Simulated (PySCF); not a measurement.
# WNCl: singlet, from a linear start

Where does singlet WNCl go from a linear start, is the end point a minimum, and what are its modes, charges and moments?

Program: PySCF 2.14.0. Level of theory: PBE0, basis W def2-TZVP with ECP60, N def2-TZVP, Cl def2-TZVP, scalar-relativistic core potentials, no spin–orbit coupling, density fitting. These are calculated values, not measurements.

### Step 1. Where the work starts

3 atoms, charge 0, spin multiplicity 1.

Bond lengths: W1–N2 1.800 Å, W1–Cl3 2.360 Å. Angles: N2–W1–Cl3 180.0°.

Z-matrix (Å, degrees; charge 0 multiplicity 1):
```
W
N  1 1.8000
Cl 1 2.3600 2 180.00
```

### Step 2. Linear start, singlet: relaxation

One driver script runs all steps and calls PySCF; scf.py shows how it sets up the SCF of each step. The optimiser is the driver's own. Before each start the driver seeks the lowest SCF state from one or more starting densities and follows internal instabilities, so scf.py alone need not reach the same state.

The program finds C∞v symmetry in the start, which this walk keeps. Threshold on the gradient: 0.0003 Eh/bohr, with a further test on the energy change.

Input file scf.py:

```python
from pyscf import gto, scf, dft
mol = gto.M(atom='''
W      0.000000     0.000000    -0.246094
N      0.000000     0.000000    -2.046094
Cl     0.000000     0.000000     2.113906''',
    basis={'W': 'def2-TZVP', 'N': 'def2-TZVP', 'Cl': 'def2-TZVP'},
    ecp={'W': 'def2-TZVP'},
    charge=0, spin=0)
mf = dft.RKS(mol, xc='PBE0')
mf.grids.atom_grid = (50, 194)
aux = {'W': 'def2-universal-JKFIT', 'N': 'def2-universal-JKFIT', 'Cl': 'def2-universal-JKFIT'}
mf = mf.density_fit(auxbasis=aux)
mf.kernel()
```

Energy and gradient, step by step:

```tsv
step	energy (Eh)	change (kJ/mol)	largest symmetric gradient (Eh/bohr)
0	-581.707200	0.00	0.08387
1	-581.714489	-19.14	0.02792
2	-581.715161	-20.90	0.00755
3	-581.715204	-21.02	0.00132
4	-581.715207	-21.02	0.00012
```

The walk ran for 5 s (4 threads, shared host).

Geometry (Å) and forces (eV/Å) at some steps:

```
step 0
W    0.000   0.000  -0.246   0.000   0.000  -4.130
N    0.000   0.000  -2.046   0.000   0.000   4.313
Cl   0.000   0.000   2.114   0.000   0.000  -0.183
step 1
W    0.000   0.000  -0.284   0.000   0.000   1.025
N    0.000   0.000  -1.968   0.000   0.000  -1.436
Cl   0.000   0.000   2.073   0.000   0.000   0.411
step 2
W    0.000   0.000  -0.279   0.000   0.000  -0.388
N    0.000   0.000  -1.991   0.000   0.000   0.318
Cl   0.000   0.000   2.092   0.000   0.000   0.071
step 3
W    0.000   0.000  -0.282   0.000   0.000  -0.068
N    0.000   0.000  -1.989   0.000   0.000   0.033
Cl   0.000   0.000   2.093   0.000   0.000   0.035
step 4
W    0.000   0.000  -0.283   0.000   0.000   0.000
N    0.000   0.000  -1.989   0.000   0.000  -0.006
Cl   0.000   0.000   2.094   0.000   0.000   0.006
```

After 4 steps and 21.0 kJ/mol it ends at C∞v: W–Cl 2.378 Å, W–N 1.706 Å; Cl–W–N 180.0°.

### Step 3. Frequencies

The point is checked on the finer grid, and tightened if its gradient asks for it. The Hessian and the dipole derivatives come from central differences of analytic gradients, with steps of 0.01 bohr.

Edit scf.py of step 2 so:

```diff
@@ -3,3 +3,3 @@
-W      0.000000     0.000000    -0.246094
-N      0.000000     0.000000    -2.046094
-Cl     0.000000     0.000000     2.113906''',
+W     -0.000000    -0.000000    -0.254572
+N     -0.000000     0.000000    -1.960266
+Cl     0.000000    -0.000000     2.123690''',
@@ -10 +10 @@
-mf.grids.atom_grid = (50, 194)
+mf.grids.atom_grid = (75, 302)
```

This SCF starts from the last density.

SCF at the final geometry:

```text
init E= -581.715217069994
  HOMO = -0.262801212535273  LUMO = -0.224613869970737  gap/eV = 1.03913
cycle= 1 E= -581.715217069621  delta_E= 3.73e-10  |g|= 4.28e-05  |ddm|= 3.3e-05
  HOMO = -0.262798903610829  LUMO = -0.224620812788445  gap/eV = 1.03888
cycle= 2 E= -581.715217064485  delta_E= 5.14e-09  |g|= 0.000159  |ddm|= 0.000123
  HOMO = -0.262800647369306  LUMO = -0.22461516165985  gap/eV = 1.03908
cycle= 3 E= -581.715217070024  delta_E= -5.54e-09  |g|= 1.05e-06  |ddm|= 9.69e-05
  HOMO = -0.262800699251706  LUMO = -0.224615277263061  gap/eV = 1.03908
cycle= 4 E= -581.715217070024  delta_E= 1.14e-13  |g|= 2.74e-07  |ddm|= 1.92e-06
  HOMO = -0.262800682136867  LUMO = -0.22461525468479  gap/eV = 1.03908
Extra cycle  E= -581.715217070024  delta_E= -7.96e-13  |g|= 3.61e-07  |ddm|= 4.05e-06
converged SCF energy = -581.715217070024
```

The whole step took 15 s.

Geometry: C∞v; W–Cl 2.378 Å, W–N 1.706 Å; Cl–W–N 180.0°.

Harmonic modes (main isotopes):

| symmetry | ω (cm⁻¹) | IR (km/mol) | μ (u) |
| --- | --- | --- | --- |
| π | 244i | 27.7 | 18.22 |
| σ+ | 343 | 73.3 | 39.58 |
| σ+ | 1100 | 77.2 | 14.86 |

With 2 modes imaginary (up to 244i cm⁻¹) this point is a saddle.

Constants and moments:

- Dipole moment: 0.27 D
- Highest occupied level: -7.15 eV
- Lowest empty level: -6.11 eV
- Rotational constants: 0.07545 cm⁻¹
- Zero-point energy (real modes): 8.6 kJ/mol
- Principal polarisabilities: 55.4, 55.4, 89.1 bohr³
- Atomisation energy without zero-point energy: 693 kJ/mol
- Principal traceless quadrupole moments about the centre of mass: -14.10, 7.05, 7.05 D Å

Populations by atom (charges in e):

| atom | Mulliken | Löwdin | polar tensor | Mayer order to W1 |
| --- | --- | --- | --- | --- |
| W1 | 0.74 | 0.51 | 1.21 | – |
| N2 | -0.35 | -0.39 | -0.57 | 2.85 |
| Cl3 | -0.39 | -0.12 | -0.64 | 0.93 |

Outer orbital energies (eV). occupied: -20.76, -11.41, -10.70, -10.70, -9.13, -9.13, -9.03, -7.15; empty: -6.11, -6.11, -2.66, -2.66.

Mulliken populations on W1 (outside its core potential): s 3.46, p 6.30, d 3.44, f 0.07.

### Step 4. Leaving the saddle point

The atoms are moved a little along the softest imaginary mode and relaxed again.

The program finds Cs symmetry in the start, which this walk keeps. The walk stops when the largest gradient is under 0.0003 Eh/bohr and the energy has settled too.

Edit scf.py of step 3 so:

```diff
@@ -3,3 +3,3 @@
-W     -0.000000    -0.000000    -0.254572
-N     -0.000000     0.000000    -1.960266
-Cl     0.000000    -0.000000     2.123690''',
+W      0.010246    -0.011878    -0.254505
+N     -0.078381     0.090865    -1.960200
+Cl    -0.022511     0.026096     2.123756''',
@@ -10 +10 @@
-mf.grids.atom_grid = (75, 302)
+mf.grids.atom_grid = (50, 194)
```

Energy and gradient, step by step:

```tsv
step	energy (Eh)	change (kJ/mol)	largest symmetric gradient (Eh/bohr)
0	-581.716264	0.00	0.00778
1	-581.718478	-5.81	0.01061
2	-581.720383	-10.82	0.02857
3	-581.721862	-14.70	0.00237
4	-581.721975	-15.00	0.00097
5	-581.721984	-15.02	0.00014
6	-581.721984	-15.02	0.00007
```

The walk took 9.1 s.

It settles in Cs symmetry, 15.0 kJ/mol below the start, after 6 steps: W–Cl 2.357 Å, W–N 1.675 Å; Cl–W–N 154.5°.

### Step 5. Vibrations and properties at this point

As before: finer grid, then central differences.

Edit scf.py of step 4 so:

```diff
@@ -3,3 +3,3 @@
-W      0.010246    -0.011878    -0.254505
-N     -0.078381     0.090865    -1.960200
-Cl    -0.022511     0.026096     2.123756''',
+W      0.054335    -0.062990    -0.253136
+N     -0.258553     0.299735    -1.858541
+Cl    -0.182291     0.211326     2.075844''',
@@ -10 +10 @@
-mf.grids.atom_grid = (50, 194)
+mf.grids.atom_grid = (75, 302)
```

Log of the central SCF (cycles and frontier levels):

```text
init E= -581.721954296661
  HOMO = -0.233348003316992  LUMO = -0.203515562533119  gap/eV = 0.81178
cycle= 1 E= -581.721954295275  delta_E= 1.39e-09  |g|= 8.24e-05  |ddm|= 7.75e-05
  HOMO = -0.23333986099294  LUMO = -0.203501912636865  gap/eV = 0.81193
cycle= 2 E= -581.721954258874  delta_E= 3.64e-08  |g|= 0.000424  |ddm|= 0.000428
  HOMO = -0.233346516314594  LUMO = -0.203512960170231  gap/eV = 0.81181
cycle= 3 E= -581.72195429673  delta_E= -3.79e-08  |g|= 6.12e-06  |ddm|= 0.000342
  HOMO = -0.233346871125619  LUMO = -0.203513362926064  gap/eV = 0.81181
cycle= 4 E= -581.721954296742  delta_E= -1.26e-11  |g|= 4.61e-06  |ddm|= 9.67e-06
  HOMO = -0.23334757739334  LUMO = -0.203514214399993  gap/eV = 0.81181
Extra cycle  E= -581.721954296714  delta_E= 2.88e-11  |g|= 1.5e-05  |ddm|= 2.46e-05
converged SCF energy = -581.721954296714
```

The whole step took 18 s.

Geometry: Cs; W–Cl 2.357 Å, W–N 1.675 Å; Cl–W–N 154.5°.

Modes, for the most abundant isotopes:

```json
{"symmetry": "a'", "ω (cm⁻¹)": "145", "IR (km/mol)": "2.1"}
{"symmetry": "a'", "ω (cm⁻¹)": "344", "IR (km/mol)": "52.7"}
{"symmetry": "a'", "ω (cm⁻¹)": "1174", "IR (km/mol)": "59.0"}
```

All wavenumbers are real: a minimum.

Properties at this point:

| Quantity | Value |
| --- | --- |
| Dipole moment | 0.78 D |
| Highest occupied level | -6.35 eV |
| Lowest empty level | -5.54 eV |
| Rotational constants | 3.205, 0.0796, 0.07767 cm⁻¹ |
| Zero-point energy | 9.9 kJ/mol |
| Principal polarisabilities | 45.6, 60.9, 86.4 bohr³ |
| Atomisation energy without zero-point energy | 711 kJ/mol |
| Principal traceless quadrupole moments about the centre of mass | -10.88, -0.04, 10.91 D Å |
| Entropy at 298.15 K and 1 bar | 293.5 J/(mol K) |
| Heat capacity Cp at 298.15 K | 48.8 J/(mol K) |
| Enthalpy at 298.15 K above 0 K | 12.64 kJ/mol |
| Rotational symmetry number | 1 |

Charges (e) and bond orders:

```
atom  Mulliken  Löwdin  polar tensor  Mayer order to W1
  W1      0.74    0.40          0.77                  –
  N2     -0.37   -0.34         -0.34               3.06
 Cl3     -0.37   -0.06         -0.43               1.04
```

Outer orbital energies (eV). occupied: -20.67, -11.56, -10.77, -10.37, -9.46, -9.31, -8.88, -6.35; empty: -5.54, -5.08, -2.44, -1.72.

Mulliken populations on W1 (outside its core potential): s 3.19, p 6.29, d 3.72, f 0.07.

### Step 6. Would spin polarisation lower it?

At the lowest minimum the closed shell is tested against spin polarisation, on the (50, 194) grid. It is unstable: an open-shell solution lies lower. That solution was not followed to a minimum here.

### Step 7. The points found, side by side

| spin | group | bonds | imaginary modes (cm⁻¹) | ΔE (kJ/mol) | with zero-point energy |
| --- | --- | --- | --- | --- | --- |
| singlet | Cs | W–Cl 2.357 Å, W–N 1.675 Å | none | 0.0 | 0.0 |
| singlet | C∞v | W–Cl 2.378 Å, W–N 1.706 Å | 244i, 244i | 17.7 | – |

### Step 8. What came out

```
                            quantity                                                           value
                             minimum  singlet, Cs (closed shell, unstable towards spin polarisation)
                            geometry                        W–Cl 2.357 Å, W–N 1.675 Å; Cl–W–N 154.5°
                  wavenumbers (cm⁻¹)                                   145 (a'), 344 (a'), 1174 (a')
                       dipole moment                                                          0.78 D
highest occupied, lowest empty level                                                 -6.35, -5.54 eV
           polar-tensor charge of W1                                                         +0.77 e
                   zero-point energy                                                      9.9 kJ/mol
```

The linear start (C∞v) ends in a minimum of Cs symmetry, after a stop at a second-order saddle point 17.7 kJ/mol higher, from which it was pushed off along an imaginary mode. In the infrared the band at 1174 cm⁻¹ (a', stretch) leads. Only this shape and spin were tried, so other structures or states may lie lower. The small gap makes a closed-shell description doubtful. Spin polarisation would lower this closed shell, so its numbers describe a constrained state. With an element this heavy the missing spin–orbit coupling can shift these numbers.

The search up to here ran for 53 s (4 threads, shared host).
